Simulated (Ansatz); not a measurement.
# CH3BFN: one species, many methods

An exercise on one series of results from a longer session: the logs are not shown, and one member is left open.

Method: functionals in def2-TZVPP, the program's frozen cores in correlated methods; program: Ansatz 0.2.0, Gaussian basis.

The runs, in order: LDA (SPW92), PBE-D4, revPBE-D4, BLYP-D4, r2SCAN-D4, B97M-V, PBE0-D4, B3LYP-D4, r2SCANh-D4, r2SCAN0-D4, HSE06-D4, BHLYP-D4, CAM-B3LYP-D4, LC-ωPBE, ωB97X-V, ωB97M-V, B2PLYP, PBE-QIDH; CCSD(T)/def2-SVP; CCSD(T)/def2-TZVPP; MP2/def2-QZVPP; extrapolation to the limit; RPA on PBE.

## Structure used throughout

An earlier PBE0-D4 in a triple-zeta def2 set relaxation fixed the geometry.

SMILES `BC(=N)F`, 7 atoms, charge 0, spin multiplicity 1.

Atoms are counted from 1 here; the program's logs count them from 0.

Bond lengths: B1–C2 1.561 Å, B1–H5 1.191 Å, B1–H6 1.192 Å, C2–N3 1.256 Å, C2–F4 1.341 Å, N3–H7 1.018 Å. Angles: C2–B1–H5 119.8°, C2–B1–H6 118.6°, H5–B1–H6 121.5°, B1–C2–N3 126.3°, B1–C2–F4 116.4°, N3–C2–F4 117.0°, C2–N3–H7 110.2°.

The first run:

Input file in.yaml:

```yaml
crystal:
  periodic: [false, false, false]
  atoms:
    - {symbol: B, position_ang: [-0.350509, 0.865253, -0.251705]}
    - {symbol: C, position_ang: [0.571412, -0.355680, 0.056298]}
    - {symbol: N, position_ang: [0.197723, -1.487555, 0.451992]}
    - {symbol: F, position_ang: [1.864262, -0.223689, -0.274286]}
    - {symbol: H, position_ang: [-0.170632, 1.508697, -1.237620]}
    - {symbol: H, position_ang: [-1.271996, 1.080788, 0.473142]}
    - {symbol: H, position_ang: [-0.779062, -1.455815, 0.736480]}
basis:
  gaussian: {orbitals: def2-TZVPP}
hamiltonian: {xc: lda}
output: {orbitals: {seedname: orbitals}}
```

Launch:

```bash
ansatz run in.yaml --threads 2 --pin off --events-out ev --progress --plain --max-ram 4352MiB
```

Steps of the session up to this table: LDA; PBE-D4 (GGA); revPBE-D4 (GGA); BLYP-D4 (GGA); r2SCAN-D4 (meta-GGA); B97M-V (meta-GGA); B3LYP-D4 (hybrid); r2SCANh-D4 (hybrid); r2SCAN0-D4 (hybrid); HSE06-D4 (hybrid); BHLYP-D4 (hybrid); CAM-B3LYP-D4 (range-separated); LC-ωPBE (range-separated); ωB97X-V (range-separated); ωB97M-V (range-separated); B2PLYP (double hybrid); PBE-QIDH (double hybrid).

One of the session's tables, all rows but one given; the rest of the session is left out.

| functional | HOMO (eV) | LUMO (eV) | gap (eV) |
| --- | --- | --- | --- |
| LDA (SPW92) | -7.22 | -4.19 | 3.03 |
| PBE-D4 | -7.06 | -3.87 | 3.19 |
| revPBE-D4 | ? | ? | ? |
| BLYP-D4 | -6.98 | -3.73 | 3.25 |
| r2SCAN-D4 | -7.36 | -3.60 | 3.76 |
| B97M-V | -7.54 | -3.63 | 3.91 |
| PBE0-D4 | -8.57 | -2.89 | 5.68 |
| B3LYP-D4 | -8.35 | -3.12 | 5.23 |
| r2SCANh-D4 | -7.93 | -3.25 | 4.68 |
| r2SCAN0-D4 | -8.79 | -2.73 | 6.06 |
| HSE06-D4 | -8.16 | -3.28 | 4.89 |
| BHLYP-D4 | -10.06 | -1.84 | 8.23 |
| CAM-B3LYP-D4 | -10.05 | -1.78 | 8.27 |
| LC-ωPBE | -11.39 | -0.55 | 10.84 |
| ωB97X-V | -11.04 | -0.63 | 10.41 |
| ωB97M-V | -10.96 | -0.84 | 10.12 |

Q: Estimate the row for revPBE-D4 from the others.

**Answer.** HOMO (eV): -7.00; LUMO (eV): -3.75; gap (eV): 3.25. In the column «HOMO (eV)» it lies between PBE-D4 (-7.06) and BLYP-D4 (-6.98).
